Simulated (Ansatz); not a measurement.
# C₂H₆OSi: how energies converge with the basis set

Aim: see how fast density functionals converge with the basis set for C₂H₆OSi.

Computed with Ansatz 0.2.0, Gaussian basis. Level: one geometry, several basis sets.

Levels to be run: PBE0-D4/def2-SVP; ωB97M-V/def2-SVP; PBE0-D4/def2-QZVPP; ωB97M-V/def2-QZVPP; the functionals' def2-TZVPP values are taken from earlier runs.

## 1. The geometry

All runs share one geometry, relaxed beforehand with PBE0-D4 in a triple-zeta def2 set.

SMILES `C1OC[SiH2]1`, 10 atoms, charge 0, spin multiplicity 1.

Atoms are counted from 1 here; the program's logs count them from 0.

Bond lengths: C1–O2 1.442 Å, C1–Si4 1.893 Å, C1–H5 1.096 Å, C1–H6 1.093 Å, O2–C3 1.442 Å, C3–Si4 1.893 Å, C3–H7 1.096 Å, C3–H8 1.093 Å, Si4–H9 1.488 Å, Si4–H10 1.489 Å. Angles: O2–C1–Si4 90.3°, O2–C1–H5 111.1°, O2–C1–H6 110.6°, Si4–C1–H5 116.1°, Si4–C1–H6 118.8°, H5–C1–H6 108.5°, C1–O2–C3 104.2°, O2–C3–Si4 90.3°, O2–C3–H7 111.1°, O2–C3–H8 110.6°, Si4–C3–H7 116.1°, Si4–C3–H8 118.8°, H7–C3–H8 108.5°, C1–Si4–C3 73.9°, C1–Si4–H9 116.5°, C1–Si4–H10 119.2°, C3–Si4–H9 116.5°, C3–Si4–H10 119.2° and more.

Geometry (Å):

```mol
C2H6OSi
  3D, bonds by distance, orders not assigned

 10 10  0  0  0  0  0  0  0  0999 V2000
   -0.8884    0.5684   -0.6213 C   0  0
   -0.8538   -0.8727   -0.5751 O   0  0
    0.3752   -1.1762    0.1162 C   0  0
    0.5894    0.6518    0.5588 Si  0  0
   -0.7143    0.9347   -1.6396 H   0  0
   -1.8576    0.9404   -0.2791 H   0  0
    1.1196   -1.5975   -0.5693 H   0  0
    0.1963   -1.8954    0.9196 H   0  0
    0.2933    1.0324    1.9663 H   0  0
    1.8236    1.3629    0.1263 H   0  0
  1  2  8  0
  2  3  8  0
  3  4  8  0
  1  5  8  0
  1  6  8  0
  3  7  8  0
  3  8  8  0
  4  9  8  0
  4 10  8  0
  1  4  8  0
M  END
```

## 2. PBE0-D4 in def2-SVP

Contents of in.yaml:

```yaml
crystal:
  periodic: [false, false, false]
  atoms:
    - {symbol: C, position_ang: [-0.888419, 0.568438, -0.621282]}
    - {symbol: O, position_ang: [-0.853771, -0.872697, -0.575070]}
    - {symbol: C, position_ang: [0.375162, -1.176245, 0.116167]}
    - {symbol: Si, position_ang: [0.589422, 0.651785, 0.558781]}
    - {symbol: H, position_ang: [-0.714324, 0.934732, -1.639585]}
    - {symbol: H, position_ang: [-1.857564, 0.940394, -0.279105]}
    - {symbol: H, position_ang: [1.119586, -1.597453, -0.569280]}
    - {symbol: H, position_ang: [0.196274, -1.895442, 0.919556]}
    - {symbol: H, position_ang: [0.293266, 1.032383, 1.966327]}
    - {symbol: H, position_ang: [1.823567, 1.362904, 0.126290]}
basis:
  gaussian: {orbitals: def2-SVP}
hamiltonian: {xc: pbe0, dispersion: d4}
output: {orbitals: {seedname: orbitals}}
```

Started as:

```console
$ ansatz run in.yaml --threads 2 --pin off --events-out ev --progress --plain --max-ram 4352MiB
```

The runs that follow: ωB97M-V in def2-SVP; PBE0-D4 in def2-QZVPP; ωB97M-V in def2-QZVPP.

Q: Predict the results of all the runs planned. Wanted: PBE0-D4: double and triple zeta above quadruple; ωB97M-V: double and triple zeta above quadruple.

**Answer**, as computed:

```
                                       quantity          value
PBE0-D4: double and triple zeta above quadruple  8.18, 0.51 eV
ωB97M-V: double and triple zeta above quadruple  8.36, 0.48 eV
```

For PBE0-D4 the step from double to triple zeta gains 7.67 eV and the next only 0.51 eV. Total energies overstate the basis error of differences, where much of it tends to cancel. The LUMO of ωB97M-V is positive and keeps falling with the basis (2.26 to 1.16 eV): an unbound level that the basis holds in place.
